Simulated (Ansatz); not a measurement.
**BaTiO3: a hydrostatic pressure series**

The task here is to estimate one member of a computed series from the others.

Program: Ansatz 0.2.0. Level of theory: DFT PBE+U, scalar-relativistic, plane waves, PAW. These are calculated values, not measurements.

### The system as given

Symmetry: P4mm, No. 99, tetragonal system. The conventional cell has a = 3.990 Å, b = 3.990 Å, c = 4.103 Å, α = 90.00°, β = 90.00°, γ = 90.00°. Ba (site symmetry 4mm) is surrounded by 12 O at 2.81 to 2.92 Å. Ti (site symmetry 4mm) has 5 O at 1.84 to 2.00 Å in its first shell of neighbours. Around O (site symmetry 2mm) lie 2 Ti at 2.00 Å and 4 Ba at 2.81 to 2.92 Å. O (site symmetry 4mm) has 1 Ti at 1.84 Å in its first shell of neighbours.

Structure file:

```cif
data_structure
_symmetry_space_group_name_H-M 'P4mm'
_symmetry_Int_Tables_number 99
_cell_length_a 3.9904
_cell_length_b 3.9904
_cell_length_c 4.1027
_cell_angle_alpha 90.000
_cell_angle_beta 90.000
_cell_angle_gamma 90.000
_cell_volume 65.33
loop_
_atom_site_label
_atom_site_type_symbol
_atom_site_symmetry_multiplicity
_atom_site_Wyckoff_symbol
_atom_site_fract_x
_atom_site_fract_y
_atom_site_fract_z
_atom_site_occupancy
Ba1 Ba 1 b 0.50000 0.50000 0.58254 1
Ti1 Ti 1 a 0.00000 0.00000 0.10004 1
O1 O 2 c 0.00000 0.50000 0.06422 1
O2 O 1 a 0.00000 0.00000 0.54897 1
```

Source of the structure: the Materials Project (structure only).

Set-up of the first run:

(A quick probe on a coarse mesh, which set the mesh and smearing, is not shown.)

Input file input.yaml:

```yaml
crystal:
  lattice:
    - [3.99037921, 0.0, 0.0]
    - [0.0, 3.99037921, 0.0]
    - [0.0, 0.0, 4.10265539]
  atoms:
    - { symbol: Ba, position: [0.5, 0.5, 0.58254146] }
    - { symbol: Ti, position: [0.0, 0.0, 0.1000427] }
    - { symbol: O, position: [0.0, 0.5, 0.06422054] }
    - { symbol: O, position: [0.5, 0.0, 0.06422054] }
    - { symbol: O, position: [0.0, 0.0, 0.54897175] }
basis:
  ecutwfc: 420
kpoints:
  mp_grid: { grid: [8, 8, 8] }
hamiltonian:
  xc: pbe
  hubbard: { sites: [{ species: Ti, l: d, u_eff: 4.0 }] }
scf:
  occupations: { method: gaussian, width: 0.02 }
output:
  forces: true
  stress: true
  eigenvalues: true
  write_density: true
  write_potential: true
  elf: true
  volumetric_format: npy
relax:
  adjacent_minimum: "off"
  f_tol: 0.005
  max_steps: 80
  cell: { stress_tol: 0.05 }
```

Command:

```
$ ansatz run input.yaml --threads 1 --pin off --max-ram 2560MiB --backend cpu --events-out ev --progress --plain --runs-dir out
```

Steps of the session up to this table: Full relaxation; Band edges over the zone; -1 GPa; The gap over the whole zone at -1 GPa; Target pressure 1 GPa; Band edges over the zone at 1 GPa; 4 GPa; Band edges over the zone at 4 GPa; Target pressure 12 GPa; Seeking the band edges at 12 GPa; Relaxing at 25 GPa; Seeking the band edges at 25 GPa; Target pressure 50 GPa; Seeking the band edges at 50 GPa; Relaxing at 90 GPa; The gap over the whole zone at 90 GPa.

One table of the session follows, with a row left open; its other results are not shown here.

It belongs to the step «Volume, cell and gap against pressure». Lengths are those of the vectors of the cell that was run:

```
P (GPa)  V (Å³/atom)  a (Å)  b (Å)  c (Å)  ΔH (eV/atom)
     -1        13.43  4.015  4.015  4.165        -0.083
      0        13.28  4.011  4.011  4.126         0.000
      1            ?      ?      ?      ?             ?
      4        12.82  3.993  3.993  4.019         0.325
     12        12.26  3.943  3.943  3.943         0.950
     25        11.61  3.872  3.872  3.872         1.918
     50        10.72  3.770  3.770  3.770         3.656
     90         9.77  3.655  3.655  3.655         6.205
```

Q: Estimate the row for P (GPa) = 1 from the others.

Worked estimate for «V (Å³/atom)». A straight line through the neighbours (0, 13.28) and (4, 12.82) gives 13.28 + (12.82 − 13.28) × (1 − 0) / (4 − 0) = 13.16; a parabola fitted to 4 rows on both sides gives 13.16.

**Answer.** V (Å³/atom): 13.15; a (Å): 4.007; b (Å): 4.007; c (Å): 4.096; ΔH (eV/atom): 0.082. In «V (Å³/atom)» the line misses by +0.01 and the parabola by +0.01.

ΔH is E + PV over the energy at zero pressure; a, b and c are the vectors of the computed cell.

To keep in mind: Warnings in the runs' records: near symmetry operations not taken, structure snapped to symmetry, seeded moment not kept.
